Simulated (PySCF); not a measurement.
# C8H13FGe: the cost of one run

Programs: PySCF 2.14.0, with routines of our own; each step states its level. All values are computed. Atoms count from 0.

### Step 1. The system as given

23 atoms, charge 0, multiplicity 1; geometry from: GFN2-xTB.

### Step 2. Open-shell or spin-flip excitations: collinear spin-flip TDA BHandHLYP/def2-SVP

The job: settings as JSON, then the geometry in Å.

```
{"job": {"kind": "uabs", "xc": "BHandHLYP", "basis": "def2-SVP", "nstates": 8, "spin_flip": true, "ref_mult": 3}, "charge": 0, "multiplicity": 1}
C      2.773775     0.286013     1.391758
C      1.786993    -0.106236     0.602164
C      0.786009    -1.234117     0.664461
C      0.161643    -0.700225    -0.645509
C     -1.258344    -0.162386    -0.542443
C     -2.283513    -1.280148    -0.385036
Ge    -1.484975     1.180181     0.931765
F     -2.978506     2.007784     0.497980
C      1.229045     0.372721    -0.662784
C      1.516817     1.354991    -1.502605
H      3.380777     1.142133     1.151606
H      3.009930    -0.238200     2.302795
H      0.123556    -1.206008     1.531035
H      1.226500    -2.227871     0.591081
H      0.225106    -1.402171    -1.482707
H     -1.477087     0.386143    -1.465833
H     -3.287097    -0.862388    -0.310596
H     -2.252865    -1.953347    -1.240824
H     -2.086370    -1.861677     0.514749
H     -0.535146     2.346721     1.046122
H     -1.867717     0.645281     2.296282
H      0.952044     1.508494    -2.407249
H      2.334672     2.031297    -1.320257
```

Method: collinear spin-flip TDA BHandHLYP/def2-SVP, vertical, gas phase, core orbitals frozen in the response.

Command:

```bash
OMP_NUM_THREADS=1 python excited_run.py task.json out
```

The driver reads the jobs from task.json and runs them one after another.

Q: Estimate the wall time and peak memory of this first job on 1 thread of Arm Neoverse V1, shared host.

About 63 s, with a peak of 0.89 GiB.
